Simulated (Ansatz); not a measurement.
GaGe:

```xyz
2
Lattice="4.0982 0.0000 0.0000 2.0491 3.5491 0.0000 2.0491 1.1830 3.3461" Properties=species:S:1:pos:R:3 pbc="T T T"
Ge    6.1522    3.5534    0.0848
Ga    2.0542    1.1643    0.8843
```

The cell comes from a database or a generator and needn't be the stable form of this composition.

The cell isn't the ideal one: atoms moved at random, drawn with an rms of 0.05 Å.

```yaml
Program: Ansatz 0.2.0
Task: relaxation of the atoms
Functional: BLYP
Potentials_or_basis: all-electron LAPW, relativistic spinors
Basis_error_allowed: 0.001 eV/atom
k_mesh: 8 × 8 × 8
Occupations: fermi-dirac, width 0.02 eV
Spin: spin-orbit coupling, no magnetisation
```

At the start: volume 24.33 Å³/atom.

Where does the relaxation end?

Over 4 steps the energy falls by 2.0 meV/atom; space group F-43m (No. 216, to 0.05 Å).

The path:
```tsv
step	energy change (eV)	largest force (eV/Å)
1	0.0000	0.1957
2	-0.0031	0.0872
3	-0.0040	0.0077
4	-0.0041	0.0003
```

Final structure:
```
Ge Ga
1.0
     4.09817    0.00000    0.00000
     2.04909    3.54912    0.00000
     2.04909    1.18304    3.34614
Ge Ga
1 1
Cartesian
  6.1523 3.5420 0.0663
  2.0542 1.1758 0.9028
```
